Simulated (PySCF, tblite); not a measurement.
# C5H7BF2S: geometry, infrared bands and NMR shifts

What infrared bands and NMR shifts should C5H7BF2S (`CSB(F)C1=CC[C@@H]1F`) show?

Computed with tblite 0.8.0 and PySCF 2.14.0, with density-fitted response routines of our own, on a single molecule in the gas phase. Atoms are numbered from 0 throughout.

### Step 1. Starting geometry

16 atoms, charge 0, multiplicity 1; geometry from: force field or distance geometry start.

Bonds of the start (Å): C0–S1 1.82, S1–B2 1.88, B2–F3 1.43, B2–C4 1.57, C4–C5 1.39, C5–C6 1.50, C6–C7 1.43, C7–F8 1.39, C7–C4 1.50, C0–H9 1.10, C0–H10 1.11, C0–H11 1.12, C5–H12 1.10, C6–H13 1.11, C6–H14 1.11, C7–H15 1.10.

### Step 2. Geometry optimisation with GFN2-xTB

Job settings and geometry (Å):

```
{"job": {"kind": "relax", "xc": "GFN2-xTB", "basis": "xTB"}, "charge": 0, "multiplicity": 1}
C      2.867100    -0.388300    -0.161000
S      1.751900    -1.793000    -0.492000
B      0.433300    -1.210100     0.718600
F      0.454700    -1.624100     2.086700
C     -0.702600    -0.244800     0.226700
C     -1.804400     0.370500     0.816800
C     -2.162200     1.033800    -0.474500
C     -1.028500     0.404900    -1.081800
F     -1.396300    -0.543900    -2.033200
H      3.770800    -0.497300    -0.770600
H      3.145800    -0.362000     0.909700
H      2.352500     0.562200    -0.435800
H     -2.224700     0.373900     1.829500
H     -2.064800     2.136400    -0.411400
H     -3.149300     0.685800    -0.851100
H     -0.250800     1.104900    -1.425100
```

The run is started by

```
$ OMP_NUM_THREADS=1 python probes_run.py task.json out
```

This one command runs all jobs of the session in turn.

**Question.** This job is followed by: GFN2-xTB harmonic vibrations, gas phase; GIAO PBE0/pcSseg-1 NMR shielding, non-relativistic, gas phase. What will the session give for the following? strongest single infrared mode (GFN2-xTB); zero-point energy (GFN2-xTB); ¹³C shifts against TMS (PBE0/pcSseg-1); ¹H shifts against TMS (PBE0/pcSseg-1, means over atoms taken as alike); ³³S shifts against CS2 (PBE0/pcSseg-1); ¹¹B shifts against BF3·OEt2 (PBE0/pcSseg-1); ¹⁹F shifts against CFCl3 (PBE0/pcSseg-1); surface potential, 1st and 99th percentile.

As calculated:

| quantity | value |
| --- | --- |
| strongest single infrared mode (GFN2-xTB) | 1099 cm⁻¹, 152 km/mol |
| zero-point energy (GFN2-xTB) | 70.8 kcal/mol |
| ¹³C shifts against TMS (PBE0/pcSseg-1) | 167.8, 158.8, 90.6, 43.2, 13.4 ppm |
| ¹H shifts against TMS (PBE0/pcSseg-1, means over atoms taken as alike) | 7.54, 5.60, 3.08, 3.00, 2.45 ppm |
| ³³S shifts against CS2 (PBE0/pcSseg-1) | -21 ppm |
| ¹¹B shifts against BF3·OEt2 (PBE0/pcSseg-1) | 43.3 ppm |
| ¹⁹F shifts against CFCl3 (PBE0/pcSseg-1) | -67.5, -193.9 ppm |
| surface potential, 1st and 99th percentile | -0.94 V and 1.13 V |

What this shows: Relaxing lowered the energy by 1.211 eV in 142 steps; the close pair that moved most is C6–C7, from 1.432 to 1.546 Å. No mode is imaginary among the 42: a minimum at this level. The strongest single mode, at 1099 cm⁻¹, is spread over several atoms, C7, H15, B2, F8 among them. GFN2-xTB is a fitted tight-binding method: band positions and strengths are rough. Its intensities can rank the bands wrongly. The most deshielded hydrogen is H12 (hydrogen on an alkene CH), at 7.54 ppm: olefinic region. At PBE0/pcSseg-1: Shielding is most anisotropic at F3 (span 362 ppm, paramagnetic term -228 ppm). At PBE0/pcSseg-1, counted by nearest atom on the grid, the HOMO lies on S1 64 %; C5 8 %, the LUMO on C5 29 %; B2 25 %.
